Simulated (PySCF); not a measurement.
**A gas-phase reaction: CH5ClSi + F2 → CH4ClFSi + FH**

Wanted: the reaction energy for `C[SiH2]Cl` + `FF` → `C[SiH](F)Cl` + `F`.

Programs: PySCF 2.14.0. All values are calculated, for the isolated system unless a continuum is named. Atoms count from 0, parts from 1.

## (1) Starting point

Each species was relaxed by itself at PBE0-D3(BJ)/def2-SVPD.

## (2) Energies of the species: wB97M-D3(BJ)/def2-TZVPD

Job settings and geometry (Å):

```
{"job": {"kind": "react", "xc": "wB97M-D3(BJ)", "basis": "def2-TZVPD"}, "charge": 0, "multiplicity": 1}
-1 CH5ClSi charge 0 multiplicity 1
C      0.894800    -0.284700    -0.501190
Si    -0.751820     0.230420     0.204030
Cl    -2.020290     0.798710    -1.357540
H      1.360200     0.544680    -1.052370
H      0.776940    -1.135220    -1.187490
H      1.574410    -0.585960     0.311130
H     -1.425220    -0.889050     0.918470
H     -0.626340     1.409080     1.105230

-1 F2 charge 0 multiplicity 1
F      0.688480     0.013760    -0.023150
F     -0.688480    -0.013760     0.023150

+1 CH4ClFSi charge 0 multiplicity 1
C     -0.904890     0.159130     0.035290
Si     0.904340    -0.006840     0.373000
F      1.615850    -0.801770    -0.862120
Cl     1.790780     1.859640     0.475440
H     -1.075690     0.713350    -0.898370
H     -1.393790     0.701940     0.857370
H     -1.368680    -0.834460    -0.053200
H      1.251600    -0.740570     1.612460

+1 FH charge 0 multiplicity 1
F      0.455650    -0.008560    -0.063200
H     -0.455650     0.008560     0.063200
```

Method: wB97M-D3(BJ)/def2-TZVPD reaction energy of separated species, gas phase.

On the command line:

```bash
$ OMP_NUM_THREADS=1 python cluster_run.py task.json out
```

The driver reads the jobs from task.json and runs them one after another.

The program printed:

```text
species 1 (CH5ClSi)
coarse grid: 30272 points
cycle   1  E = -790.9697904382  dE =  1.967e-03  |g| = 3.049e-01  |ddm| = 2.046e+00
cycle   2  E = -790.9867804989  dE = -1.699e-02  |g| = 2.198e-01  |ddm| = 5.560e-01
cycle   3  E = -790.9974882926  dE = -1.071e-02  |g| = 1.837e-02  |ddm| = 2.049e-01
cycle   4  E = -790.9975926649  dE = -1.044e-04  |g| = 4.302e-03  |ddm| = 3.361e-02
cycle   5  E = -790.9976024391  dE = -9.774e-06  |g| = 7.341e-04  |ddm| = 1.203e-02
final grid: 61744 points
cycle   6  E = -790.9975497315  dE = -3.296e-07  |g| = 3.017e-04  |ddm| = 3.656e-03
cycle   7  E = -790.9975497696  dE = -3.811e-08  |g| = 1.705e-04  |ddm| = 7.628e-04
cycle   8  E = -790.9975497781  dE = -8.521e-09  |g| = 4.922e-05  |ddm| = 1.776e-04
cycle   9  E = -790.9975497798  dE = -1.627e-09  |g| = 1.524e-05  |ddm| = 1.394e-04
cycle  10  E = -790.9975497799  dE = -8.959e-11  |g| = 2.427e-06  |ddm| = 2.868e-05
converged SCF energy = -790.9975497799

species 2 (F2)
coarse grid: 10600 points
cycle   1  E = -199.6113026646  dE =  1.194e-02  |g| = 3.458e-01  |ddm| = 1.052e+00
cycle   2  E = -199.6264087632  dE = -1.511e-02  |g| = 1.647e-01  |ddm| = 1.842e-01
cycle   3  E = -199.6293668419  dE = -2.958e-03  |g| = 2.217e-02  |ddm| = 5.435e-02
cycle   4  E = -199.6294284215  dE = -6.158e-05  |g| = 8.600e-03  |ddm| = 1.161e-02
cycle   5  E = -199.6294392711  dE = -1.085e-05  |g| = 7.501e-04  |ddm| = 4.105e-03
cycle   6  E = -199.6294394094  dE = -1.383e-07  |g| = 3.049e-05  |ddm| = 6.348e-04
final grid: 23208 points
cycle   7  E = -199.6294277909  dE = -2.226e-09  |g| = 2.069e-05  |ddm| = 1.241e-04
cycle   8  E = -199.6294277909  dE = -7.287e-11  |g| = 1.074e-05  |ddm| = 1.697e-05
converged SCF energy = -199.6294277909

species 3 (CH4ClFSi)
coarse grid: 33096 points
cycle   1  E = -890.3084509350  dE =  1.957e-01  |g| = 5.989e-01  |ddm| = 2.138e+00
cycle   2  E = -890.3110177075  dE = -2.567e-03  |g| = 6.919e-01  |ddm| = 7.955e-01
cycle   3  E = -890.3794618266  dE = -6.844e-02  |g| = 5.318e-02  |ddm| = 3.376e-01
cycle   4  E = -890.3800426735  dE = -5.808e-04  |g| = 2.267e-02  |ddm| = 6.781e-02
cycle   5  E = -890.3801513207  dE = -1.086e-04  |g| = 2.878e-03  |ddm| = 2.349e-02
cycle   6  E = -890.3801550031  dE = -3.682e-06  |g| = 6.474e-04  |ddm| = 7.428e-03
final grid: 67976 points
cycle   7  E = -890.3800598036  dE = -2.597e-07  |g| = 5.873e-04  |ddm| = 4.404e-03
cycle   8  E = -890.3800598131  dE = -9.507e-09  |g| = 6.627e-04  |ddm| = 8.881e-04
cycle   9  E = -890.3800598712  dE = -5.815e-08  |g| = 4.291e-05  |ddm| = 2.688e-04
cycle  10  E = -890.3800598729  dE = -1.688e-09  |g| = 1.734e-05  |ddm| = 1.421e-04
cycle  11  E = -890.3800598730  dE = -1.335e-10  |g| = 3.893e-06  |ddm| = 3.461e-05
converged SCF energy = -890.3800598730

species 4 (FH)
coarse grid: 7776 points
cycle   1  E = -100.4688260400  dE = -9.408e-02  |g| = 4.644e-01  |ddm| = 6.197e-01
cycle   2  E = -100.4725071729  dE = -3.681e-03  |g| = 5.038e-01  |ddm| = 3.808e-01
cycle   3  E = -100.5053213384  dE = -3.281e-02  |g| = 2.574e-02  |ddm| = 1.678e-01
cycle   4  E = -100.5053973157  dE = -7.598e-05  |g| = 5.006e-03  |ddm| = 1.077e-02
cycle   5  E = -100.5054019567  dE = -4.641e-06  |g| = 4.334e-04  |ddm| = 3.766e-03
final grid: 16976 points
cycle   6  E = -100.5053933689  dE = -6.441e-08  |g| = 1.034e-04  |ddm| = 8.221e-04
cycle   7  E = -100.5053933724  dE = -3.465e-09  |g| = 7.609e-05  |ddm| = 2.164e-04
cycle   8  E = -100.5053933732  dE = -7.606e-10  |g| = 2.142e-05  |ddm| = 3.708e-05
converged SCF energy = -100.5053933732

Reaction energy = -162.257 kcal/mol
```

Wall time 18 s (1 thread of Arm Neoverse V2, shared host); peak memory 0.69 GiB.

Species by species (with the dispersion term, which the log's SCF energies lack):

```tsv
ν	species	energy (Eh)	HOMO (eV)
-1	C[SiH2]Cl	-791.00526	-11.08
-1	FF	-199.62975	-14.36
+1	C[SiH](F)Cl	-890.38795	-11.36
+1	F	-100.50563	-14.54
```

## (3) Energies of the species: PBE0-D3(BJ)/def2-TZVPD

Settings changed since step 2:

```diff
@@ -1,2 +1,2 @@
-{"job": {"kind": "react", "xc": "wB97M-D3(BJ)", "basis": "def2-TZVPD"}, "charge": 0, "multiplicity": 1}
+{"job": {"kind": "react", "xc": "PBE0", "basis": "def2-TZVPD", "disp": "d3bj"}, "charge": 0, "multiplicity": 1}
 -1 CH5ClSi charge 0 multiplicity 1
```

Level: PBE0-D3(BJ)/def2-TZVPD reaction energy of separated species, gas phase.

The program printed:

```text
species 1 (CH5ClSi)
coarse grid: 7440 points
cycle   1  E = -790.5484953474  dE = -3.716e-02  |g| = 3.551e-01  |ddm| = 2.109e+00
cycle   2  E = -790.5428996844  dE =  5.596e-03  |g| = 3.853e-01  |ddm| = 6.472e-01
cycle   3  E = -790.5795995461  dE = -3.670e-02  |g| = 2.344e-02  |ddm| = 3.040e-01
cycle   4  E = -790.5797109386  dE = -1.114e-04  |g| = 9.097e-03  |ddm| = 2.695e-02
cycle   5  E = -790.5797310512  dE = -2.011e-05  |g| = 2.011e-03  |ddm| = 9.095e-03
cycle   6  E = -790.5797317877  dE = -7.364e-07  |g| = 3.683e-04  |ddm| = 2.055e-03
final grid: 61744 points
cycle   7  E = -790.5770227706  dE = -2.062e-05  |g| = 5.046e-03  |ddm| = 7.020e-02
cycle   8  E = -790.5770210387  dE =  1.732e-06  |g| = 5.469e-03  |ddm| = 6.795e-03
cycle   9  E = -790.5770281073  dE = -7.069e-06  |g| = 3.713e-04  |ddm| = 3.810e-03
cycle  10  E = -790.5770281355  dE = -2.819e-08  |g| = 9.498e-05  |ddm| = 3.452e-04
cycle  11  E = -790.5770281374  dE = -1.962e-09  |g| = 2.562e-05  |ddm| = 1.072e-04
cycle  12  E = -790.5770281376  dE = -1.833e-10  |g| = 7.501e-06  |ddm| = 2.811e-05
converged SCF energy = -790.5770281376

species 2 (F2)
coarse grid: 2176 points
cycle   1  E = -199.3949395783  dE =  9.180e-02  |g| = 2.764e-01  |ddm| = 1.051e+00
cycle   2  E = -199.4014685115  dE = -6.529e-03  |g| = 1.374e-01  |ddm| = 1.363e-01
cycle   3  E = -199.4037835215  dE = -2.315e-03  |g| = 2.290e-02  |ddm| = 5.059e-02
cycle   4  E = -199.4038465305  dE = -6.301e-05  |g| = 8.080e-03  |ddm| = 1.132e-02
cycle   5  E = -199.4038547359  dE = -8.205e-06  |g| = 1.817e-04  |ddm| = 3.279e-03
final grid: 23208 points
cycle   6  E = -199.4096320165  dE = -7.838e-06  |g| = 1.274e-03  |ddm| = 8.100e-03
cycle   7  E = -199.4096320699  dE = -5.338e-08  |g| = 1.042e-03  |ddm| = 8.919e-04
cycle   8  E = -199.4096322085  dE = -1.386e-07  |g| = 7.405e-05  |ddm| = 4.299e-04
cycle   9  E = -199.4096322092  dE = -7.042e-10  |g| = 1.959e-05  |ddm| = 3.153e-05
converged SCF energy = -199.4096322092

species 3 (CH4ClFSi)
coarse grid: 7904 points
cycle   1  E = -889.7775491597  dE =  1.575e-01  |g| = 6.199e-01  |ddm| = 2.264e+00
cycle   2  E = -889.7038212748  dE =  7.373e-02  |g| = 9.465e-01  |ddm| = 9.327e-01
cycle   3  E = -889.8457473250  dE = -1.419e-01  |g| = 9.482e-02  |ddm| = 5.140e-01
cycle   4  E = -889.8474071987  dE = -1.660e-03  |g| = 2.802e-02  |ddm| = 7.971e-02
cycle   5  E = -889.8475607007  dE = -1.535e-04  |g| = 4.282e-03  |ddm| = 2.015e-02
cycle   6  E = -889.8475648949  dE = -4.194e-06  |g| = 1.535e-03  |ddm| = 4.892e-03
final grid: 67976 points
cycle   7  E = -889.8475845233  dE = -3.135e-05  |g| = 5.784e-03  |ddm| = 7.728e-02
cycle   8  E = -889.8475819228  dE =  2.601e-06  |g| = 6.544e-03  |ddm| = 7.641e-03
cycle   9  E = -889.8475920083  dE = -1.009e-05  |g| = 3.022e-04  |ddm| = 4.313e-03
cycle  10  E = -889.8475920188  dE = -1.055e-08  |g| = 1.545e-04  |ddm| = 2.991e-04
cycle  11  E = -889.8475920225  dE = -3.706e-09  |g| = 4.817e-05  |ddm| = 1.160e-04
cycle  12  E = -889.8475920229  dE = -3.490e-10  |g| = 9.831e-06  |ddm| = 2.824e-05
converged SCF energy = -889.8475920229

species 4 (FH)
coarse grid: 1712 points
cycle   1  E = -100.3539408947  dE = -3.606e-02  |g| = 4.957e-01  |ddm| = 6.253e-01
cycle   2  E = -100.3144304386  dE =  3.951e-02  |g| = 7.429e-01  |ddm| = 5.125e-01
cycle   3  E = -100.3936552609  dE = -7.922e-02  |g| = 2.285e-02  |ddm| = 2.892e-01
cycle   4  E = -100.3937308439  dE = -7.558e-05  |g| = 4.204e-03  |ddm| = 9.787e-03
cycle   5  E = -100.3937328268  dE = -1.983e-06  |g| = 3.550e-04  |ddm| = 1.247e-03
final grid: 16976 points
cycle   6  E = -100.3948395095  dE = -1.845e-05  |g| = 3.914e-03  |ddm| = 7.311e-03
cycle   7  E = -100.3948376738  dE =  1.836e-06  |g| = 5.374e-03  |ddm| = 3.284e-03
cycle   8  E = -100.3948415797  dE = -3.906e-06  |g| = 1.014e-04  |ddm| = 1.969e-03
cycle   9  E = -100.3948415810  dE = -1.335e-09  |g| = 1.796e-05  |ddm| = 3.995e-05
cycle  10  E = -100.3948415811  dE = -4.897e-11  |g| = 3.024e-06  |ddm| = 1.030e-05
converged SCF energy = -100.3948415811

Reaction energy = -160.593 kcal/mol
```

Wall time 8.6 s (1 thread of Arm Neoverse V2, shared host); peak memory 0.6 GiB.

Reaction energy at this level: -160.6 kcal/mol.

## (4) Comparing the runs

Energies in kcal/mol, with wall time:

```tsv
run	reaction	time
wB97M-D3(BJ)/def2-TZVPD	-162.3	18 s
PBE0-D3(BJ)/def2-TZVPD	-160.6	8.6 s
```

## (5) Results

```
                                                quantity                      value
               reaction energy (wB97M-D3(BJ)/def2-TZVPD)            -162.3 kcal/mol
                     ΔH, ΔG at 298 K (xTB thermal terms)    -160.5, -160.1 kcal/mol
range of the reaction energy over the runs of this table  -162.3 to -160.6 kcal/mol
```

What this shows: The reaction is exothermic by 160.5 kcal/mol in the gas phase; dispersion gives -0.06, and xTB itself gave -118.3 for the electronic energy (xTB energies and thermal terms come from the earlier relaxation of each species, not shown). No barrier was sought. xTB and this level differ widely in the electronic energy, so what comes from xTB (the thermal terms above all) is less safe here. The reaction energy runs from -162.3 (wB97M-D3(BJ)/def2-TZVPD) to -160.6 kcal/mol (PBE0-D3(BJ)/def2-TZVPD).
